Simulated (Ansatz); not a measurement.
# ScAlN2, space group I4_1/amd: a single point from a YAML input

With the Ansatz DFT code, driven from Python.

Input file `scaln2.yaml`:
```yaml
crystal:
  lattice:
    - [-2.199484, 2.199484, 4.198622]
    - [2.199484, -2.199484, 4.198622]
    - [2.199484, 2.199484, -4.198622]
  atoms:
    - { symbol: Sc, position: [0.75, 0.25, 0.5] }
    - { symbol: Sc, position: [0.0, 0.0, 0.0] }
    - { symbol: Al, position: [0.25, 0.75, 0.5] }
    - { symbol: Al, position: [0.5, 0.5, 0.0] }
    - { symbol: "N", position: [0.487514, 0.987514, 0.5] }
    - { symbol: "N", position: [0.262486, 0.262486, 0.0] }
    - { symbol: "N", position: [0.012486, 0.512486, 0.5] }
    - { symbol: "N", position: [0.737514, 0.737514, 0.0] }
kpoints:
  mp_grid: { grid: [6, 6, 6] }
hamiltonian:
  xc: pbe
scf:
  occupations: { method: fixed }
basis:
  ecutwfc: 470
output:
  stress: true
  eigenvalues: true
```

The cells in order, each with its output:

**Cell 1**
```python
import ansatz
import numpy as np
```

**Cell 2**
```python
planned = ansatz.Session.from_deck("scaln2.yaml").plan(threads=1, pin="off")
result = planned.execute()
summary = result.report

summary["kpoints_frac"][:4]
```
Output:
```text
[[0.0, 0.0, 0.0], [0.0, 0.0, 0.16666666666666666], [0.0, 0.0, 0.3333333333333333], [0.0, 0.0, -0.5]]
```

**Cell 3**
```python
result.lattice.cell_ang
```
Output:
```text
array([[-2.199484,  2.199484,  4.198622],
       [ 2.199484, -2.199484,  4.198622],
       [ 2.199484,  2.199484, -4.198622]])
```

**Cell 4**
```python
n_atoms = len(summary["lattice"]["sites"])
print("F =", round(summary["free_energy_ev"], 4), "eV for", n_atoms, "atoms")
print("E(sigma -> 0) =", round(summary["energy_sigma0_ev"], 4), "eV, TS =", round(summary["entropy_ts_ev"], 5), "eV")
print("closed by", summary["closed_by"], "after", summary["n_iterations"], "iterations")
```
Output:
```text
F = -6894.0775 eV for 8 atoms
E(sigma -> 0) = -6894.0775 eV, TS = 0.0 eV
closed by deck_thresholds after 6 iterations
```

**Cell 5**
```python
# the stress is positive in compression
sigma = summary["stress_gpa"]
voigt = [sigma[0][0], sigma[1][1], sigma[2][2], sigma[1][2], sigma[0][2], sigma[0][1]]
print("stress xx yy zz yz xz xy (GPa, compression positive):", " ".join(f"{s:.3f}" for s in voigt))
print("P =", round(10 * float(np.mean(voigt[:3])), 2), "kbar")
```
Output:
```text
stress xx yy zz yz xz xy (GPa, compression positive): -0.623 -0.623 -0.568 -0.000 0.000 0.000
P = -6.04 kbar
```

**Cell 6**
```python
edges = summary.get("band_edges_ev")
if edges:
    print(f"band edges on the mesh: {edges[0]:.3f} and {edges[1]:.3f} eV, gap {edges[1] - edges[0]:.3f} eV")
else:
    print("no band edges reported (a metal, or a gap too narrow for this smearing); Fermi level", round(summary["fermi_energy_ev"], 3), "eV")
```
Output:
```text
band edges on the mesh: 11.675 and 12.649 eV, gap 0.974 eV
```

Caveats:
- Total energies depend on the potentials; only differences at equal settings carry meaning. A total without «per atom» is that of the cell as typed.
- Spin is left out of this run.
- Semilocal gaps usually lie well under measured ones.
- The structure comes from a database of computed cells and needn't be a stable or known phase.
- Levels are Kohn-Sham eigenvalues on this mesh.
- Run time: 5.9 s on 1 thread of Arm Neoverse V1 (shared host), peak memory 0.44 GiB.
